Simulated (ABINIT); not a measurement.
# MnPt2 (P-3m1) in ABINIT: reference runs

How does MnPt2 come out in PBE? The cell is run as given.

Everything below comes from runs of ABINIT 10.8.3 (patched build). Logs are shortened: lines on timing, memory, paths and dates and some standing lists are left out, and cuts for length are marked. The log counts tension as positive stress, the text compression.

## 1. The crystal as given

Symmetry: P-3m1, No. 164, trigonal system. Conventional cell: a = 2.858 Å, b = 2.858 Å, c = 6.533 Å, α = 90.00°, β = 90.00°, γ = 120.00°. Around Pt (site symmetry 3m) lie 3 Mn at 2.64 Å and 9 Pt at 2.86 to 2.91 Å. Around Mn (site symmetry -3m) lie 6 Pt at 2.64 Å and 6 Mn at 2.86 Å.

The cell comes from a database or a generator and needn't be the stable form of this composition.

## 2. Single point, PBE, collinear spin, ferromagnetic start

Contents of run.abi:

```
pp_dirpath "./"
pseudos "Pt.GGA_PBE-JTH.xml, Mn.GGA_PBE-JTH.xml"

acell 3*1.0
rprim
     5.4016015673     0.0000000000     0.0000000000
    -2.7008007837     4.6779241785     0.0000000000
     0.0000000000     0.0000000000    12.3446434680
ntypat 2
znucl 78 25
natom 3
typat 1 1 2
xred
     0.6666666667     0.3333333333     0.3162060000
     0.3333333333     0.6666666667     0.6837940000
     0.0000000000     0.0000000000     0.0000000000

ecut 26.0
pawecutdg 48.0
pawxcdev 0

kptopt 1
ngkpt 11 11 4
nshiftk 1
shiftk 0.0 0.0 0.0

ixc 11

nband 23
occopt 3
tsmear 0.05 eV

nsppol 2
spinat
     0.0000000000     0.0000000000     0.0000000000
     0.0000000000     0.0000000000     0.0000000000
     0.0000000000     0.0000000000     4.0000000000

nstep 100
tolvrs 1.0e-9

iomode 3
prtwf 0
prtden 0
prteig 0
prtebands 0
```

Potentials or basis: JTH PAW PBE v2.0.

Launch:

```sh
abinit run.abi > log 2>&1
```

run.abo:

```text
.Version 10.8.3 of ABINIT
 Symmetries : space group P-3 m 1 (#164); Bravais hP (primitive hexag.)
================================================================================
 Values of the parameters that define the memory need of the present run
     intxc =       0    ionmov =       0      iscf =      17    lmnmax =      18
     lnmax =       6     mgfft =      60  mpssoang =       3    mqgrid =    3851
     natom =       3  nloc_mem =       2    nspden =       2   nspinor =       1
    nsppol =       2      nsym =      12    n1xccc =       1    ntypat =       2
    occopt =       3   xclevel =       2
       mpw =        1996          nfft =       43740          nkpt =          58
 PAW method is used; the additional fine FFT grid is defined by:
   mgfftf=        80    nfftf =    103680
================================================================================
================================================================================

--------------------------------------------------------------------------------
------------- Echo of variables that govern the present computation ------------
--------------------------------------------------------------------------------
 -outvars: echo values of preprocessed input variables --------
            acell      1.0000000000E+00  1.0000000000E+00  1.0000000000E+00 Bohr
              amu      1.95080000E+02  5.49380500E+01
             ecut      2.60000000E+01 Hartree
                       outvar_i_n : Printing only first  50 k-points.
              ixc          11
                       outvar_i_n : Printing only first  50 k-points.
         kptrlatt       11    0    0      0   11    0      0    0    4
          kptrlen      4.93785739E+01
            natom           3
            nband          23
            ngfft          27      27      60
          ngfftdg          36      36      80
             nkpt          58
           nspden           2
           nsppol           2
            nstep         100
             nsym          12
           ntypat           2
                       prtocc : prtvol=0, do not print more k-points.
                       1.000000  1.000000  1.000000  1.000000  1.000000  1.000000
                       1.000000  1.000000  1.000000  1.000000  1.000000  1.000000
                       1.000000  1.000000  1.000000  1.000000  1.000000  1.000000
                       0.000000  0.000000  0.000000  0.000000  0.000000
                       1.000000  1.000000  1.000000  1.000000  1.000000  1.000000
                       1.000000  1.000000  1.000000  1.000000  1.000000  1.000000
                       1.000000  1.000000  1.000000  1.000000  1.000000  1.000000
                       0.000000  0.000000  0.000000  0.000000  0.000000
                       1.000000  1.000000  1.000000  1.000000  1.000000  1.000000
                       1.000000  1.000000  1.000000  1.000000  1.000000  1.000000
                       1.000000  1.000000  1.000000  1.000000  1.000000  1.000000
                       0.000000  0.000000  0.000000  0.000000  0.000000
                       1.000000  1.000000  1.000000  1.000000  1.000000  1.000000
                       1.000000  1.000000  1.000000  1.000000  1.000000  1.000000
                       1.000000  1.000000  1.000000  1.000000  1.000000  1.000000
                       0.000000  0.000000  0.000000  0.000000  0.000000
                       1.000000  1.000000  1.000000  1.000000  1.000000  1.000000
[... 168 lines left out ...]
                       1.000000  1.000000  1.000000  1.000000  1.000000  1.000000
                       1.000000  1.000000  1.000000  1.000000  1.000000  0.000000
                       0.000000  0.000000  0.000000  0.000000  0.000000
                       1.000000  1.000000  1.000000  1.000000  1.000000  1.000000
                       1.000000  1.000000  1.000000  1.000000  1.000000  1.000000
                       1.000000  1.000000  1.000000  1.000000  1.000000  0.000000
                       0.000000  0.000000  0.000000  0.000000  0.000000
                       1.000000  1.000000  1.000000  1.000000  1.000000  1.000000
                       1.000000  1.000000  1.000000  1.000000  1.000000  1.000000
                       1.000000  1.000000  1.000000  1.000000  1.000000  0.000000
                       0.000000  0.000000  0.000000  0.000000  0.000000
                       1.000000  1.000000  1.000000  1.000000  1.000000  1.000000
                       1.000000  1.000000  1.000000  1.000000  1.000000  1.000000
                       1.000000  1.000000  1.000000  1.000000  1.000000  0.000000
                       0.000000  0.000000  0.000000  0.000000  0.000000
                       prtocc : prtvol=0, do not print more k-points.
           occopt           3
        pawecutdg      4.80000000E+01 Hartree
         pawxcdev           0
           prtden           0
        prtebands           0
           prteig           0
            prtwf           0
            rprim      5.4016015673E+00  0.0000000000E+00  0.0000000000E+00
                      -2.7008007837E+00  4.6779241785E+00  0.0000000000E+00
                       0.0000000000E+00  0.0000000000E+00  1.2344643468E+01
          spgroup         164
           spinat      0.0000000000E+00  0.0000000000E+00  0.0000000000E+00
                       0.0000000000E+00  0.0000000000E+00  0.0000000000E+00
                       0.0000000000E+00  0.0000000000E+00  4.0000000000E+00
           tolvrs      1.00000000E-09
           tsmear      1.83746611E-03 Hartree
            typat      1  1  2
           useylm           1
                       outvars : Printing only first  50 k-points.
           xangst      1.4292022249E+00  8.2515028930E-01  2.0656169584E+00
                      -1.7639251524E-11  1.6503005786E+00  4.4668870371E+00
                       0.0000000000E+00  0.0000000000E+00  0.0000000000E+00
            xcart      2.7008007836E+00  1.5593080595E+00  3.9034503324E+00
                      -3.3333354447E-11  3.1186161190E+00  8.4411931356E+00
                       0.0000000000E+00  0.0000000000E+00  0.0000000000E+00
             xred      6.6666666667E-01  3.3333333333E-01  3.1620600000E-01
                       3.3333333333E-01  6.6666666667E-01  6.8379400000E-01
[... 131 lines left out ...]
- [ -2.90136850E-29,  -4.08096266E-29,   8.16151736E-04, ]
- [ -1.65514311E-29,  -6.23948837E-29,  -8.16151736E-04, ]
- [  4.55651161E-29,   1.03204510E-28,  -0.00000000E+00, ]
force_length_stats: {min:   1.12815561E-28, max:   8.16151736E-04, mean:   5.44101157E-04, }
...

 Integrated electronic and magnetization densities in atomic spheres:
 ------------------------------------------------------------------------------------------------------------
 Radius=ratsph(iatom), smearing ratsm=  0.0000. Diff(up-dn)=approximate z local magnetic moment.
    Atom    Radius    up_density   dn_density  Total(up+dn)  Diff(up-dn)
    1 Pt   2.51622     4.447660     4.124068      8.571728     0.323592
    2 Pt   2.51622     4.447660     4.124068      8.571728     0.323592
    3 Mn   2.11192     8.399488     4.725279     13.124767     3.674208
 ------------------------------------------------------------------------------------------------------------
  Sum:                17.294807    12.973416     30.268223     4.321391
 Total magnetization (from the atomic spheres):                4.321391
 Total magnetization (exact up - dn):                          4.558600

================================================================================

 ----iterations are completed or convergence reached----

 Mean square residual over all n,k,spin=   14.086E-09; max=  33.137E-06
 reduced coordinates (array xred) for    3 atoms
       0.666666666667      0.333333333333      0.316206000000
       0.333333333333      0.666666666667      0.683794000000
       0.000000000000      0.000000000000      0.000000000000
 rms dE/dt=  4.7494E-03; max dE/dt=  1.0075E-02; dE/dt below (all hartree)
    1       0.000000000000      0.000000000000     -0.010075102199
    2       0.000000000000      0.000000000000      0.010075102199
    3       0.000000000000     -0.000000000000      0.000000000000

 cartesian coordinates (angstrom) at end:
    1      1.42920222491814     0.82515028930499     2.06561695841892
    2     -0.00000000001764     1.65030057860998     4.46688703713753
    3      0.00000000000000     0.00000000000000     0.00000000000000

 cartesian forces (hartree/bohr) at end:
    1     -0.00000000000000    -0.00000000000000     0.00081615173615
    2     -0.00000000000000    -0.00000000000000    -0.00081615173615
    3      0.00000000000000     0.00000000000000    -0.00000000000000
 frms,max,avg= 3.8473762E-04 8.1615174E-04   0.000E+00  0.000E+00  0.000E+00 h/b

 cartesian forces (eV/Angstrom) at end:
    1     -0.00000000000000    -0.00000000000000     0.04196820967557
    2     -0.00000000000000    -0.00000000000000    -0.04196820967557
    3      0.00000000000000     0.00000000000000    -0.00000000000000
 frms,max,avg= 1.9784004E-02 4.1968210E-02   0.000E+00  0.000E+00  0.000E+00 e/A
 length scales=  1.000000000000  1.000000000000  1.000000000000 bohr
              =  0.529177210544  0.529177210544  0.529177210544 angstroms
 Fermi (or HOMO) energy (hartree) =   0.30390   Average Vxc (hartree)=  -0.44052
 Magnetization (Bohr magneton)=  4.55859292E+00
 Total spin up =  1.97792965E+01   Total spin down =  1.52207035E+01
 Eigenvalues (hartree) for nkpt=  58  k points, SPIN UP:
 kpt#   1, nband= 23, wtk=  0.00207, kpt=  0.0000  0.0000  0.0000 (reduced coord)
  -2.67490   -1.52466   -1.52428   -1.52428   -0.03830    0.04726    0.08861    0.17106
   0.17106    0.18044    0.18044    0.18725    0.19323    0.19323    0.20768    0.22399
   0.24558    0.24558    0.26398    0.26398    0.27378    0.27378    0.67477
      occupation numbers for kpt#   1
   1.00000    1.00000    1.00000    1.00000    1.00000    1.00000    1.00000    1.00000
   1.00000    1.00000    1.00000    1.00000    1.00000    1.00000    1.00000    1.00000
   1.00000    1.00000    1.00000    1.00000    1.00000    1.00000    0.00000
 prteigrs : prtvol=0 or 1, do not print more k-points.

 Eigenvalues (hartree) for nkpt=  58  k points, SPIN DOWN:
 kpt#   1, nband= 23, wtk=  0.00207, kpt=  0.0000  0.0000  0.0000 (reduced coord)
  -2.52351   -1.37825   -1.37483   -1.37483   -0.02932    0.05229    0.11758    0.18718
   0.18718    0.18868    0.18868    0.20356    0.21615    0.23510    0.23510    0.27028
   0.27028    0.33123    0.35377    0.35377    0.38525    0.38525    0.68869
      occupation numbers for kpt#   1
   1.00000    1.00000    1.00000    1.00000    1.00000    1.00000    1.00000    1.00000
   1.00000    1.00000    1.00000    1.00000    1.00000    1.00000    1.00000    1.00000
   1.00000    0.00000    0.00000    0.00000    0.00000    0.00000    0.00000
 prteigrs : prtvol=0 or 1, do not print more k-points.

--- !EnergyTerms
iteration_state     : {dtset: 1, }
comment             : Components of total free energy in Hartree
kinetic             :  2.86431412141509E+01
hartree             :  3.44069918852656E+01
xc                  : -9.46512717817392E+00
Ewald energy        : -1.23860515260811E+02
psp_core            :  1.05054031539930E+01
local_psp           : -9.59901493624886E+01
PAW spherical_terms : -3.12473437533516E+00
internal            : -1.58884989923399E+02
'-kT*entropy'       : -6.96509894239649E-04
total_energy        : -1.58885686433293E+02
total_energy_eV     : -4.32349978249417E+03
...

--- !EnergyTermsDC
iteration_state     : {dtset: 1, }
comment             : '"Double-counting" decomposition of free energy'
band_energy         : -8.88879180055729E+00
Ewald energy        : -1.23860515260811E+02
psp_core            :  1.05054031539930E+01
xc_dc               : -3.23687300912714E+01
PAW spherical_terms : -4.27238347324175E+00
internal            : -1.58885017471889E+02
'-kT*entropy'       : -6.96509894239649E-04
total_energy_dc     : -1.58885713981783E+02
total_energy_dc_eV  : -4.32350053212676E+03
...

--- !EnergyTermsWithPAWCore
iteration_state     : {dtset: 1, }
comment             : 'Components of total free energy, including PAW core contributions'
Total energy        : -3.79861409062311E+04
Total energy DC     : -3.79861409337796E+04
Total energy (eV)   : -1.03365555219371E+06
Total energy DC (eV): -1.03365555294335E+06
...

 Cartesian components of stress tensor (hartree/bohr^3)
  sigma(1 1)=  3.20283586E-05  sigma(3 2)=  0.00000000E+00
  sigma(2 2)=  3.20283572E-05  sigma(3 1)=  0.00000000E+00
  sigma(3 3)= -5.59843874E-05  sigma(2 1)=  3.60315370E-13

-Cartesian components of stress tensor (GPa)         [Pressure= -7.9165E-02 GPa]
- sigma(1 1)=  9.42306844E-01  sigma(3 2)=  0.00000000E+00
- sigma(2 2)=  9.42306803E-01  sigma(3 1)=  0.00000000E+00
- sigma(3 3)= -1.64711754E+00  sigma(2 1)=  1.06008442E-08

== END DATASET(S) ==============================================================
================================================================================

 -outvars: echo values of variables after computation  --------
            acell      1.0000000000E+00  1.0000000000E+00  1.0000000000E+00 Bohr
           etotal     -1.5888571398E+02
            fcart     -2.9013685025E-29 -4.0809626617E-29  8.1615173615E-04
                      -1.6551431055E-29 -6.2394883670E-29 -8.1615173615E-04
                       4.5565116079E-29  1.0320451029E-28 -0.0000000000E+00
            rprim      5.4016015673E+00  0.0000000000E+00  0.0000000000E+00
                      -2.7008007837E+00  4.6779241785E+00  0.0000000000E+00
                       0.0000000000E+00  0.0000000000E+00  1.2344643468E+01
           strten      3.2028358633E-05  3.2028357244E-05 -5.5984387426E-05
                       0.0000000000E+00  0.0000000000E+00  3.6031536984E-13
           xangst      1.4292022249E+00  8.2515028930E-01  2.0656169584E+00
                      -1.7639251524E-11  1.6503005786E+00  4.4668870371E+00
                       0.0000000000E+00  0.0000000000E+00  0.0000000000E+00
             xred      6.6666666667E-01  3.3333333333E-01  3.1620600000E-01
                       3.3333333333E-01  6.6666666667E-01  6.8379400000E-01
                       0.0000000000E+00  0.0000000000E+00  0.0000000000E+00
 Calculation completed.
```

Run time: 7.5 min. Hardware: 1 thread of Arm Neoverse V2, shared host; peak memory 0.28 GiB.

Results:

| Item | Value |
| --- | --- |
| Free energy | -4323.5005 eV |
| Pressure | -0.1 GPa |
| Largest force | 0.042 eV/Å |
| Band gap on the k mesh | none (metal or under the smearing width) |
| Net moment | 4.56 μB per cell |
| Site moments | Pt +0.32; Mn +3.67 μB |
| Valence electrons inside the program's atomic spheres | Pt 8.57; Mn 13.12 |

Forces on the atoms (eV/Å):
```
Pt   0.000  0.000  0.042
Pt   0.000  0.000 -0.042
Mn   0.000  0.000  0.000
```

Levels at points of the mesh, in eV from the Fermi level:
Spin up:
```tsv
k point	band 16	band 17	band 18	band 19	band 20	band 21	band 22	band 23
(0.00, 0.00, 0.00)	-2.17	-1.59	-1.59	-1.09	-1.09	-0.82	-0.82	10.09
(0.00, 0.00, 0.50)	-1.77	-1.77	-1.76	-1.76	-0.15	-0.15	0.25	6.03
```
Spin down:
```
           k point  band 12  band 13  band 14  band 15  band 16  band 17  band 18  band 19  band 20  band 21
(0.00, 0.00, 0.00)    -2.73    -2.39    -1.87    -1.87    -0.92    -0.92     0.74     1.36     1.36     2.21
(0.00, 0.00, 0.50)    -3.04    -1.58    -1.58    -1.42    -1.42     0.31     0.49     1.41     1.41     2.37
```

Spin-orbit coupling is left out, which matters for the levels of Pt.
